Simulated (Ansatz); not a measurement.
# C4H8Ge: a ladder of functionals and wavefunction methods

How much do the methods differ for C4H8Ge? The plan is to run it at one geometry with functionals of several rungs and with coupled cluster. The yardstick is the atomisation energy at the CCSD(T) limit.

The runs use Ansatz 0.2.0, Gaussian basis; functionals in def2-TZVPP, the program's frozen cores in correlated methods.

The runs, in order: LDA (SPW92), PBE-D4, revPBE-D4, BLYP-D4, r2SCAN-D4, B97M-V, PBE0-D4, B3LYP-D4, r2SCANh-D4, r2SCAN0-D4, HSE06-D4, BHLYP-D4, CAM-B3LYP-D4, LC-ωPBE, ωB97X-V, ωB97M-V, B2PLYP, PBE-QIDH; CCSD(T)/def2-SVP; CCSD(T)/def2-TZVPP; MP2/def2-QZVPP; extrapolation to the limit; RPA on PBE.

## (1) Structure used throughout

All runs share one geometry, relaxed beforehand with PBE0-D4 in a triple-zeta def2 set.

SMILES `C=[CH][GeH2][CH]=C`, 13 atoms, charge 0, spin multiplicity 1.

Atoms are counted from 1 here; the program's logs count them from 0.

Bond lengths: C1–C2 1.328 Å, C1–H6 1.087 Å, C1–H7 1.086 Å, C2–Ge3 1.944 Å, C2–H8 1.088 Å, Ge3–C4 1.944 Å, Ge3–H9 1.542 Å, Ge3–H10 1.542 Å, C4–C5 1.328 Å, C4–H11 1.088 Å, C5–H12 1.087 Å, C5–H13 1.086 Å. Angles: C2–C1–H6 121.7°, C2–C1–H7 122.1°, H6–C1–H7 116.1°, C1–C2–Ge3 124.1°, C1–C2–H8 118.6°, Ge3–C2–H8 117.3°, C2–Ge3–C4 111.1°, C2–Ge3–H9 110.4°, C2–Ge3–H10 108.9°, C4–Ge3–H9 108.9°, C4–Ge3–H10 110.3°, H9–Ge3–H10 107.2°, Ge3–C4–C5 124.2°, Ge3–C4–H11 117.2°, C5–C4–H11 118.6°, C4–C5–H12 121.7°, C4–C5–H13 122.1°, H12–C5–H13 116.2°.

## (2) LDA

This LDA is Slater exchange with PW92 correlation.

Contents of in.yaml:

```yaml
crystal:
  periodic: [false, false, false]
  atoms:
    - {symbol: C, position_ang: [-1.328524, -1.399377, 0.530457]}
    - {symbol: C, position_ang: [-0.031159, -1.589401, 0.322049]}
    - {symbol: Ge, position_ang: [1.300358, -0.174301, 0.373822]}
    - {symbol: C, position_ang: [0.542619, 1.519955, -0.203092]}
    - {symbol: C, position_ang: [-0.487752, 1.632250, -1.032644]}
    - {symbol: H, position_ang: [-2.037641, -2.222748, 0.509737]}
    - {symbol: H, position_ang: [-1.742766, -0.416154, 0.733981]}
    - {symbol: H, position_ang: [0.321155, -2.599461, 0.123623]}
    - {symbol: H, position_ang: [1.855597, -0.011800, 1.803666]}
    - {symbol: H, position_ang: [2.483441, -0.567387, -0.534296]}
    - {symbol: H, position_ang: [1.010215, 2.428036, 0.171952]}
    - {symbol: H, position_ang: [-0.868495, 2.601572, -1.343467]}
    - {symbol: H, position_ang: [-0.996650, 0.764017, -1.441086]}
basis:
  gaussian: {orbitals: def2-TZVPP}
hamiltonian: {xc: lda}
output: {orbitals: {seedname: orbitals}}
```

Run with:

```sh
ansatz run in.yaml --threads 4 --pin off --events-out ev --progress --plain --max-ram 11315MiB
```

Further steps of the session: PBE-D4 (GGA); revPBE-D4 (GGA); BLYP-D4 (GGA); r2SCAN-D4 (meta-GGA); B97M-V (meta-GGA); PBE0-D4 (hybrid); B3LYP-D4 (hybrid); r2SCANh-D4 (hybrid); r2SCAN0-D4 (hybrid); HSE06-D4 (hybrid); BHLYP-D4 (hybrid); CAM-B3LYP-D4 (range-separated); LC-ωPBE (range-separated); ωB97X-V (range-separated); ωB97M-V (range-separated); B2PLYP (double hybrid); PBE-QIDH (double hybrid); CCSD(T) in def2-SVP; CCSD(T) in def2-TZVPP; MP2 in def2-QZVPP; RPA on PBE orbitals.

**Question.** What will the summary of the whole plan be? Wanted: atomisation energy, CCSD(T)/CBS; farthest beyond LDA; mean size of error, GGA; mean size of error, meta-GGA; mean size of error, hybrid; mean size of error, range-separated; mean size of error, double hybrid; gap, smallest and largest; T1 diagnostic.

**Answer**, as computed:

```
                               quantity                                                                                                                              value
        atomisation energy, CCSD(T)/CBS                                                                                                                          51.594 eV
    functionals within 0.516 eV (1.0 %)  revPBE-D4, BLYP-D4, r2SCAN-D4, B97M-V, PBE0-D4, B3LYP-D4, r2SCANh-D4, HSE06-D4, CAM-B3LYP-D4, LC-ωPBE, ωB97X-V, ωB97M-V, PBE-QIDH
                    farthest beyond LDA                                                                                                               BHLYP-D4 (-1.294 eV)
                mean size of error, GGA                                                                                                                           0.462 eV
           mean size of error, meta-GGA                                                                                                                           0.099 eV
             mean size of error, hybrid                                                                                                                           0.406 eV
    mean size of error, range-separated                                                                                                                           0.133 eV
      mean size of error, double hybrid                                                                                                                           0.366 eV
              gap, smallest and largest                                                                                          5.09 eV (LDA (SPW92)), 12.30 eV (LC-ωPBE)
                          T1 diagnostic                                                                                                                             0.0116
triples share of the correlation energy                                                                                                                              4.2 %
```

What this shows: The LDA atomisation energy is off by 6.851 eV (13 %): it overbinds. PBE-D4 is off by +0.861 eV. Double hybrids carry the basis error of their MP2 part in triple zeta, and no dispersion term here, so their miss is partly the set-up's. The rungs meta-GGA, range-separated, double hybrid, hybrid, GGA miss on average by less than the doubt on the reference (0.516 eV), so they tie. Misses under about 0.516 eV are within the doubt on the reference itself, which lacks core-valence correlation, relativity and higher excitations, and its outer-core shells are covered unevenly. Hartree-Fock recovers 74 % of the binding; the rest is correlation. CCSD(T) in def2-SVP is off by -2.253 eV, which most functionals beat. Orbital gaps span 5.1 to 12.3 eV; exact exchange widens them. Correlated methods include outer-core shells of Ge, which these sets cover unevenly.
